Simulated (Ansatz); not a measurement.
# GaAs: the cost of one run

Program: Ansatz 0.2.0, driven from Python. The levels of theory stand in the script. These are calculated values, not measurements.

### 1 The structure

The structure is cubic, space group F-43m (No. 216). The conventional cell has a = 5.654 Å, b = 5.654 Å, c = 5.654 Å, α = 90.00°, β = 90.00°, γ = 90.00°. Ga (site symmetry -43m) is surrounded by 4 As at 2.45 Å. Around As (site symmetry -43m) lie 4 Ga at 2.45 Å.

gaas.vasp, read by the script:

```text
GaAs
1.0
   0.00000000    2.82685000    2.82685000
   2.82685000    0.00000000    2.82685000
   2.82685000    2.82685000    0.00000000
Ga As
1 1
Direct
   0.00000000    0.00000000    0.00000000
   0.25000000    0.25000000    0.25000000
```

### 2 The script

gaas_ddh.py reads:

```python
'''Dielectric-dependent hybrid for GaAs.'''

import ansatz as az
from ase.io import read
import numpy as np

OCCUPATIONS = 'fixed'


def count_gap(report):
    # lowest empty less highest filled band, counting bands; zero where they overlap
    return max(report.get('gap_by_band_count_ev') or 0.0, 0.0)


def main() -> None:
    atoms = read('gaas.vasp', format='vasp')
    crystal = az.Crystal.from_ase(atoms)

    calculation = crystal.calculation()
    calculation = calculation.kpoints(4, center='gamma')
    calculation = calculation.occupations(OCCUPATIONS)
    calculation = calculation.band_table()
    semilocal = calculation.functional('pbe').run(threads=1, pin='off').report
    hybrid = calculation.functional(exchange='pbe', correlation='pbe', exact_fraction='inverse_dielectric').run(threads=1, pin='off').report
    alpha = hybrid['hybrid']['exact_exchange_fraction']
    print(f'fraction of exact exchange {alpha:.4f}, so eps_inf = {1 / alpha:.2f}')
    print(f'gap by band count: {count_gap(semilocal):.3f} eV semilocal, {count_gap(hybrid):.3f} eV hybrid')


if __name__ == '__main__':
    main()
```

### 3 The input behind the calls

The package turns the script's settings into the engine's input (first run):

```yaml
crystal:
  lattice:
    - [0.0, 2.82685, 2.82685]
    - [2.82685, 0.0, 2.82685]
    - [2.82685, 2.82685, 0.0]
  atoms:
    - { symbol: Ga, position: [0.0, 0.0, 0.0] }
    - { symbol: As, position: [0.25, 0.25, 0.25] }
kpoints:
  mp_grid:
    grid: [4, 4, 4]
    shift: [0.0, 0.0, 0.0]
hamiltonian:
  xc: pbe
scf:
  occupations:
    method: fixed
output:
  eigenvalues: true
```

### 4 Launch

Command:

```
python gaas_ddh.py
```

**Question.** How long does this script take on 1 thread of Arm Neoverse V2, shared host, and how much memory does it need?

About 30 s, with a peak of 0.9 GiB.
